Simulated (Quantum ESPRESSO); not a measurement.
Crystal: BiTe.

```xyz
2
Lattice="0.0000 3.2350 3.2350 3.2350 0.0000 3.2350 3.2350 3.2350 0.0000" Properties=species:S:1:pos:R:3 pbc="T T T"
Bi    0.0000    0.0000    0.0000
Te    3.2350    3.2350    3.2350
```

```yaml
Program: Quantum ESPRESSO 7.5
Task: phonons
Functional: RPBE
Potentials_or_basis: JTH 2.0 PBE
Cutoff: 612 eV
Density_cutoff: 3674 eV
k_mesh: 7 × 7 × 7
Occupations: cold, width 0.2 eV
Spin: no spin polarisation
Most_SCF_iterations: 120
SCF_threshold: 4e-10 Ry
Mixing_beta: 0.1
```

At Γ the optical frequencies are 103 103 103 cm⁻¹, at a pressure of 2.1 GPa.

Q: How do the modes respond when the cell is scaled evenly, at fixed shape?

A: The highest mode has a Grüneisen parameter of 2.77 and moves by +5.4 cm⁻¹ per GPa. None of the listed modes softens on compression. The pressures give a bulk modulus of about 52 GPa.

Frequencies at 99 % and 101 % of the volume (pressures 2.6 and 1.5 GPa), ions relaxed:
| mode | 99 % (cm⁻¹) | 101 % (cm⁻¹) | Grüneisen parameter |
| --- | --- | --- | --- |
| 4 | 105.4 | 99.7 | 2.77 |
| 5 | 105.4 | 99.7 | 2.77 |
| 6 | 105.4 | 99.7 | 2.77 |

Modes are matched by their order; those that don't vary smoothly over the three volumes are left out.

Caveat: the potentials were made for another functional, which shifts forces and pressure; the cutoff is low for these files, which shifts pressure and relaxed volume.
